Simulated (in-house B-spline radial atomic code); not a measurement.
# Lu⁸⁺: excited configurations

Aim: the energies of several excited configurations of Lu⁸⁺ above a reference configuration, each from its own self-consistent run.

The numbers are computed with in-house B-spline radial atomic code version 1 (Dirac-Hartree-Fock, average of configuration, Fermi nucleus, basis-set limit), except any that are marked as measured or tabulated.

### 1 Starting point

```
element       : lutetium (Z = 71)
charge        : +8
electrons     : 63
configuration : [Kr] 4d10 4f13 5s2 5p2
Hamiltonian   : Dirac-Coulomb
nucleus       : Fermi, rms radius 5.370 fm
```

The outer shells:

[Kr] 4d10 4f13 5s2 5p2
```
[Kr] core
4d [↑↓][↑↓][↑↓][↑↓][↑↓]
4f [↑↓][↑↓][↑↓][↑↓][↑↓][↑↓][↑ ]
5s [↑↓]
5p [↑ ][↑ ][  ]
```

The boxes draw the filling by Hund's rule, which heavy ions in jj coupling don't follow; these runs average over all states of the configuration.

Settings of the run:

```ini
Z = 71
electrons = 63.0
configuration = [Kr] 4d10 4f13 5s2 5p2
hamiltonian = dirac
method = hf
spin_polarised = False
nucleus = fermi
rms_radius = 5.37
mass_number = 175
atomic_mass = 174.940777211
speed_of_light = 137.035999084
```

The reference is known from an earlier run: -14553.909918 hartree in all. Up to eight levels, counted from the top:

| orbital | occupation | energy (eV) | <r> (bohr) |
| --- | --- | --- | --- |
| 4p3/2 | 4 | -511.52 | 0.5168 |
| 4d3/2 | 4 | -354.54 | 0.5388 |
| 4d5/2 | 6 | -344.14 | 0.5499 |
| 5s1/2 | 2 | -183.61 | 1.105 |
| 5p1/2 | 0.666667 | -156.35 | 1.187 |
| 4f5/2 | 5.57143 | -149.18 | 0.6380 |
| 4f7/2 | 7.42857 | -147.45 | 0.6462 |
| 5p3/2 | 1.33333 | -147.11 | 1.253 |

### 2 Configuration [Kr] 4d10 4f13 5s2 5p1 8s1

Settings of the run:

```ini
Z = 71
electrons = 63.0
configuration = [Kr] 4d10 4f13 5s2 5p1 8s1
hamiltonian = dirac
method = hf
spin_polarised = False
nucleus = fermi
rms_radius = 5.37
mass_number = 175
atomic_mass = 174.940777211
speed_of_light = 137.035999084
```

### 3 [Kr] 4d10 4f12 5s2 5p2 8p1

The settings differ from step 2 so:

```diff
@@ -2,3 +2,3 @@
 electrons = 63.0
-configuration = [Kr] 4d10 4f13 5s2 5p1 8s1
+configuration = [Kr] 4d10 4f12 5s2 5p2 8p1
 hamiltonian = dirac
```

### 4 [Kr] 4d10 4f13 5s2 5p1 6f1

The settings differ from step 3 so:

```diff
@@ -2,3 +2,3 @@
 electrons = 63.0
-configuration = [Kr] 4d10 4f12 5s2 5p2 8p1
+configuration = [Kr] 4d10 4f13 5s2 5p1 6f1
 hamiltonian = dirac
```

### 5 [Kr] 4d10 4f13 5s2 5p1 7s1

The settings differ from step 4 so:

```diff
@@ -2,3 +2,3 @@
 electrons = 63.0
-configuration = [Kr] 4d10 4f13 5s2 5p1 6f1
+configuration = [Kr] 4d10 4f13 5s2 5p1 7s1
 hamiltonian = dirac
```

### 6 Configuration [Kr] 4d10 4f13 5s2 5p1 9s1

The settings differ from step 5 so:

```diff
@@ -2,3 +2,3 @@
 electrons = 63.0
-configuration = [Kr] 4d10 4f13 5s2 5p1 7s1
+configuration = [Kr] 4d10 4f13 5s2 5p1 9s1
 hamiltonian = dirac
```

### 7 Run with [Kr] 4d10 4f13 5s2 5p1 8g1

The settings differ from step 6 so:

```diff
@@ -2,3 +2,3 @@
 electrons = 63.0
-configuration = [Kr] 4d10 4f13 5s2 5p1 9s1
+configuration = [Kr] 4d10 4f13 5s2 5p1 8g1
 hamiltonian = dirac
```

**Question.** How far above the reference does each configuration lie (order and size, in eV)?

As calculated:

| net move | configuration | energy above the reference (eV) | with Breit, QED, recoil (eV) | largest <r> (bohr) |
| --- | --- | --- | --- | --- |
| 5p → 7s | [Kr] 4d10 4f13 5s2 5p1 7s1 | 97.143 | 97.024 | 3.54 |
| 5p → 6f | [Kr] 4d10 4f13 5s2 5p1 6f1 | 107.77 | 107.60 | 3.74 |
| 4f → 8p | [Kr] 4d10 4f12 5s2 5p2 8p1 | 110.95 | 111.08 | 5.69 |
| 5p → 8s | [Kr] 4d10 4f13 5s2 5p1 8s1 | 114.43 | 114.29 | 5.25 |
| 5p → 9s | [Kr] 4d10 4f13 5s2 5p1 9s1 | 124.35 | 124.21 | 7.29 |
| 5p → 8g | [Kr] 4d10 4f13 5s2 5p1 8g1 | 132.20 | 132.04 | 9.37 |

Quantum defects of the promoted electron, δ = n − ζ/√(−2ε) with ζ = 9 and ε its orbital energy in hartree:

| promotion | δ |
| --- | --- |
| 5p → 7s | 2.420 |
| 5p → 6f | 0.872 |
| 4f → 8p | 2.148 |
| 5p → 8s | 2.408 |
| 5p → 9s | 2.402 |
| 5p → 8g | 0.056 |

The energies run from 97.143 eV (5p → 7s) to 132.20 eV (5p → 8g). Of those tabulated, the defect is largest for 7s (2.42) and least for 8g (0.06): low angular momentum penetrates the core, high angular momentum stays outside it. Two partly filled shells share a symmetry and can mix in the average, which may lower the energy, for: 5p → 6f; 4f → 8p. These are averages over configurations, without correlation, not spectroscopic levels.
